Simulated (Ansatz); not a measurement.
# H7NSi2: the cost of one run

Computed with Ansatz 0.2.0, Gaussian basis. Level: PBE0-D4/def2-TZVP structures, single points in def2-TZVPP, no counterpoise correction.

Levels: SPW92, PBE-D4, BLYP-D4, r2SCAN-D4, B97M-V, PBE0-D4, B3LYP-D4, r2SCAN0-D4, BHLYP-D4, CAM-B3LYP-D4, wB97X-V, wB97M-V, B2PLYP, PBE-QIDH, RPA on PBE, Hartree-Fock, MP2, CCSD, CCSD(T).

Correlated methods freeze the cores. B3LYP uses VWN-RPA correlation. B2PLYP carries no dispersion term here.

113 further runs of the same task are left out: 113 set aside as unsound or not needed.

### 1 Starting geometry

The complex: 16 atoms, charge 0, spin multiplicity 1.

Atoms are counted from 1 here; the program's logs count them from 0.

Bond lengths: Si1–H3 1.498 Å, Si1–H4 1.485 Å, Si1–Si5 2.340 Å, Si1–N7 1.742 Å, H2–H8 0.751 Å, Si5–H10 1.488 Å, Si5–H11 1.485 Å, Si5–H12 1.492 Å, H6–N9 1.017 Å, N7–H13 1.010 Å, N7–H14 1.010 Å, N9–H15 1.012 Å, N9–H16 1.012 Å. Angles: H3–Si1–H4 106.7°, H3–Si1–Si5 107.4°, H3–Si1–N7 114.0°, H4–Si1–Si5 112.6°, H4–Si1–N7 107.3°, Si5–Si1–N7 109.0°, Si1–Si5–H10 109.7°, Si1–Si5–H11 112.7°, Si1–Si5–H12 108.8°, H10–Si5–H11 109.5°, H10–Si5–H12 107.8°, H11–Si5–H12 108.2°, Si1–N7–H13 117.2°, Si1–N7–H14 117.2°, H13–N7–H14 109.1°, H6–N9–H15 107.7°, H6–N9–H16 107.7°, H15–N9–H16 107.2°.

Coordinates:

```mol
H12N2Si2
  3D, bonds by distance, orders not assigned

 16 13  0  0  0  0  0  0  0  0999 V2000
   -1.2937   -0.4338   -0.7194 Si  0  0
    2.4746   -1.7992   -0.5712 H   0  0
   -2.3483   -0.7241   -1.7427 H   0  0
   -0.7858   -1.7457   -0.2451 H   0  0
    0.3620    0.8471   -1.7657 Si  0  0
    0.1137    0.2038    1.8009 H   0  0
   -1.8797    0.4291    0.6752 N   0  0
    2.1608   -1.4330    0.0048 H   0  0
    1.0697   -0.1154    1.9364 N   0  0
    0.9721    0.0669   -2.8759 H   0  0
    1.4242    1.2892   -0.8272 H   0  0
   -0.2716    2.0621   -2.3570 H   0  0
   -2.5805   -0.0286    1.2408 H   0  0
   -2.1389    1.3961    0.5451 H   0  0
    1.0829   -0.7102    2.7554 H   0  0
    1.6382    0.6957    2.1457 H   0  0
  1  3  8  0
  1  4  8  0
  1  5  8  0
  1  7  8  0
  2  8  8  0
  5 10  8  0
  5 11  8  0
  5 12  8  0
  6  9  8  0
  7 13  8  0
  7 14  8  0
  9 15  8  0
  9 16  8  0
M  END
```

Its parts: Si₂NH₇ holds atoms 1, 3, 4, 5, 7, 10, 11, 12, 13, 14; H₂ holds atoms 2, 8; NH₃ holds atoms 6, 9, 15, 16. Each part counts its atoms afresh in its own runs.

### 2 Relaxing Si₂NH₇ alone

File relax-a/in.yaml:

```yaml
crystal:
  periodic: [false, false, false]
  atoms:
    - {symbol: Si, position_ang: [-1.293662, -0.433807, -0.719407]}
    - {symbol: H, position_ang: [-2.348292, -0.724093, -1.742690]}
    - {symbol: H, position_ang: [-0.785760, -1.745711, -0.245064]}
    - {symbol: Si, position_ang: [0.362023, 0.847074, -1.765660]}
    - {symbol: N, position_ang: [-1.879655, 0.429076, 0.675198]}
    - {symbol: H, position_ang: [0.972121, 0.066897, -2.875907]}
    - {symbol: H, position_ang: [1.424167, 1.289233, -0.827216]}
    - {symbol: H, position_ang: [-0.271594, 2.062118, -2.356989]}
    - {symbol: H, position_ang: [-2.580489, -0.028618, 1.240761]}
    - {symbol: H, position_ang: [-2.138890, 1.396097, 0.545077]}
basis:
  gaussian: {orbitals: def2-TZVP}
hamiltonian: {xc: pbe0, dispersion: d4}
relax: {f_tol: 0.005, max_steps: 200}
```

The run is started by

```bash
ansatz run in.yaml --threads 8 --pin off --events-out ev --progress --plain --max-ram 19148MiB
```

**Question.** How long does this run take on 8 threads of AMD EPYC 7R43, shared host?

About 11 s.
